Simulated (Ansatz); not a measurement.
# TaN: the cost of one run

Program: Ansatz 0.2.0. Level of theory: DFT r²SCAN+U (U_eff = 2 eV on Ta d), plane waves, PAW, no spin–orbit coupling unless a run says so. These are calculated values, not measurements.

## (1) The structure to begin with

The structure is cubic, space group Fm-3m (No. 225). Conventional cell: a = 4.358 Å, b = 4.358 Å, c = 4.358 Å, α = 90.00°, β = 90.00°, γ = 90.00°. Around Ta (site symmetry m-3m) lie 6 N at 2.18 Å. Around N (site symmetry m-3m) lie 6 Ta at 2.18 Å.

Structure file:

```
CELL_PARAMETERS angstrom
0.00000 2.17900 2.17900
2.17900 0.00000 2.17900
2.17900 2.17900 0.00000
ATOMIC_POSITIONS crystal
Ta 0.50000 0.50000 0.50000
N 0.00000 0.00000 0.00000
```

Magnetic order typed: ferromagnetic.

## (2) From atoms, symmetry kept, no search

input.yaml

```yaml
crystal:
  lattice:
    - [0.0, 2.17900131, 2.17900131]
    - [2.17900131, 0.0, 2.17900131]
    - [2.17900131, 2.17900131, 0.0]
  atoms:
    - { symbol: Ta, position: [0.5, 0.5, 0.5], spin: 2.0 }
    - { symbol: "N", position: [0.0, 0.0, 0.0] }
basis:
  ecutwfc: 500
  ecutrho_ratio: 4
kpoints:
  mp_grid: { grid: [7, 7, 7] }
hamiltonian:
  xc: r2scan
  hubbard: { sites: [{ site: 0, l: d, u_eff: 2.0 }] }
scf:
  occupations: { method: gaussian, width: 0.05 }
  lower_state_search: "off"
  max_iter: 150
output:
  forces: true
  stress: true
  eigenvalues: true
  populations: true
  hubbard: { sites: [{ site: 0, l: d }] }
magnetization:
  spin_polarized: true
```

Started as:

```
ansatz run input.yaml --threads 2 --pin off --max-ram 3072MiB --backend cpu --events-out ev --progress --plain --runs-dir out
```

What time and memory should one allow on 2 threads of Arm Neoverse V2, shared host?

About 2.9 s, with a peak of 0.35 GiB.
